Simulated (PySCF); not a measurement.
# F₂Ge₃H₈Si: electronic excitations

Wanted: the electronic excitations of F₂Ge₃H₈Si (`F[SiH2][Ge@H]([GeH3])[GeH2][F]`), by calculation.

Computed with PySCF 2.14.0, with density-fitted response routines of our own, on a single molecule in the gas phase. Atoms count from 0, in the outputs and in this text.

**1. Starting geometry**

14 atoms, charge 0, multiplicity 1; geometry from: GFN2-xTB.

Bonds of the start (Å): F0–Si1 1.61, Si1–Ge2 2.36, Ge2–Ge3 2.41, Ge2–Ge4 2.42, Ge4–F5 1.78, Si1–H6 1.46, Si1–H7 1.45, Ge2–H8 1.53, Ge3–H9 1.50, Ge3–H10 1.50, Ge3–H11 1.50, Ge4–H12 1.52, Ge4–H13 1.52.

**2. Excited states and response: wB97X-D/def2-SVPD**

The job: settings as JSON, then the geometry in Å.

```
{"job": {"kind": "uv", "xc": "wB97X-D", "basis": "def2-SVPD", "nstates": 8, "ntriplets": 3}, "charge": 0, "multiplicity": 1}
F     -1.339212    -1.794801     1.891474
Si    -1.706839    -1.610075     0.334184
Ge    -0.012634    -0.190601    -0.483485
Ge     2.314616    -0.573025     0.003396
Ge    -0.496939     2.147466    -0.110324
F     -2.260823     2.280055    -0.315371
H     -1.651676    -2.962182    -0.210487
H     -3.034785    -1.019774     0.323968
H     -0.078109    -0.260636    -2.012119
H      3.165968    -0.735258    -1.224154
H      2.559480    -1.810610     0.816239
H      2.963715     0.536843     0.784095
H     -0.369083     2.768742     1.276424
H     -0.054356     3.223383    -1.096008
```

Level: TDDFT wB97X-D/def2-SVPD, vertical, gas phase, core orbitals frozen in the response.

Command:

```console
$ OMP_NUM_THREADS=1 python probes_run.py task.json out
```

The driver reads the jobs from task.json and runs them one after another.

Log:

```text
coarse grid: 59040 points
cycle   1  E = -6724.0547142543  dE = -1.679e+00  |g| = 9.670e-01  |ddm| = 4.309e+00
cycle   2  E = -6723.9824575363  dE =  7.226e-02  |g| = 1.254e+00  |ddm| = 1.914e+00
cycle   3  E = -6724.2122195079  dE = -2.298e-01  |g| = 1.038e-01  |ddm| = 9.510e-01
cycle   4  E = -6724.2137777412  dE = -1.558e-03  |g| = 4.133e-02  |ddm| = 1.677e-01
cycle   5  E = -6724.2140600829  dE = -2.823e-04  |g| = 8.642e-03  |ddm| = 6.847e-02
cycle   6  E = -6724.2140780212  dE = -1.794e-05  |g| = 4.062e-03  |ddm| = 2.202e-02
cycle   7  E = -6724.2140811313  dE = -3.110e-06  |g| = 7.639e-04  |ddm| = 6.200e-03
final grid: 117224 points
cycle   8  E = -6724.2132760692  dE = -1.646e-06  |g| = 1.294e-03  |ddm| = 8.278e-03
cycle   9  E = -6724.2132760631  dE =  6.061e-09  |g| = 1.456e-03  |ddm| = 2.307e-03
cycle  10  E = -6724.2132763437  dE = -2.805e-07  |g| = 1.306e-04  |ddm| = 9.889e-04
cycle  11  E = -6724.2132763489  dE = -5.263e-09  |g| = 6.778e-05  |ddm| = 2.343e-04
cycle  12  E = -6724.2132763505  dE = -1.554e-09  |g| = 1.323e-05  |ddm| = 1.521e-04
cycle  13  E = -6724.2132763506  dE = -1.173e-10  |g| = 4.000e-06  |ddm| = 3.896e-05
converged SCF energy = -6724.2132763506

Static polarisability (au): isotropic 125.924, principal 100.985 137.231 139.556

Singlet excitations
state   eV       nm        f      main configurations
  1   6.0512    204.9   0.06698   H->L 0.79, H->L+1 0.10
  2   6.2548    198.2   0.05504   H-1->L 0.45, H->L+1 0.33, H->L 0.10
  3   6.4787    191.4   0.11994   H-1->L 0.39, H->L+1 0.27, H->L+2 0.09
  4   6.8076    182.1   0.10306   H-1->L+1 0.62, H->L+1 0.14, H->L+2 0.10
  5   6.9481    178.4   0.03227   H-2->L 0.38, H-2->L+1 0.35
  6   7.0707    175.3   0.10448   H->L+2 0.36, H-1->L+2 0.27, H-2->L 0.13
  7   7.2460    171.1   0.06207   H-1->L+2 0.30, H-2->L 0.24
  8   7.2869    170.1   0.13544   H-1->L+2 0.18, H-2->L+1 0.16, H-1->L+1 0.15

Triplet excitations (Tamm-Dancoff, eV): 5.4310 5.6644 5.8438
```

Wall time 2.8 min (1 thread of Arm Neoverse N1, shared host); peak memory 1.2 GiB.

Frontier orbitals and where they lie:

| orbital | eV | atoms |
| --- | --- | --- |
| HOMO−3 | -11.42 | F5 22 %, Ge4 20 %, H13 14 % |
| HOMO−2 | -10.92 | Ge2 24 %, H8 18 %, Ge4 15 % |
| HOMO−1 | -10.36 | Ge2 30 %, Si1 22 %, Ge3 17 % |
| HOMO | -10.01 | Ge2 28 %, Ge4 23 %, Ge3 12 % |
| LUMO | 0.25 | Si1 25 %, Ge2 23 %, Ge4 14 % |
| LUMO+1 | 0.55 | Ge4 21 %, Ge2 20 %, Ge3 17 % |
| LUMO+2 | 1.02 | Ge2 26 %, Ge3 19 %, Ge4 16 % |

With each of the 8 states as a Gaussian band of 0.4 eV half-width at 1/e, the curve within the window shown has maxima at 175 nm (ε 15,000) L/(mol cm). Beyond the last state computed it falls off for lack of states. The curve at chosen wavelengths:

nm, ε (L/mol/cm) and a bar:
```
      163       5338 ##########
      166       8900 ##################
      168      11199 #######################
      171      13765 ############################
      173      14647 ##############################
      176      14789 ##############################
      178      14327 #############################
      181      13272 ###########################
      183      12545 #########################
      186      11607 #######################
      189      10865 ######################
      191      10422 #####################
      194       9723 ###################
      196       9185 ##################
      199       8231 ################
      201       7502 ###############
      204       6309 ############
      207       5072 ##########
      209       4270 ########
      212       3165 ######
      214       2519 #####
      217       1715 ###
      219       1290 ##
      222        808 #
      224        576 #
      227        333
```

Ground-state properties from the same run:

```csv
property,computed
dipole moment (D),2.61
polarisability (Å³),18.66
HOMO–LUMO gap (eV),10.26
−ε(HOMO) (eV),10.01
```

**3. Results**

```
                                quantity                        value
      lowest singlet (wB97X-D/def2-SVPD)  6.05 eV (205 nm), f = 0.067
brightest single state of those computed  state 8, 7.29 eV, f = 0.135
                          lowest triplet                      5.43 eV
```

In words: The first singlet state (HOMO→LUMO 0.79, HOMO→LUMO+1 0.10) lies at 6.05 eV and is bright; of the 8 states computed, the strongest absorption comes from state 8 at 7.29 eV (the last computed, so partners may be missing). The lowest triplet lies 0.62 eV below the lowest singlet (triplets in Tamm-Dancoff, singlets in full TDDFT).
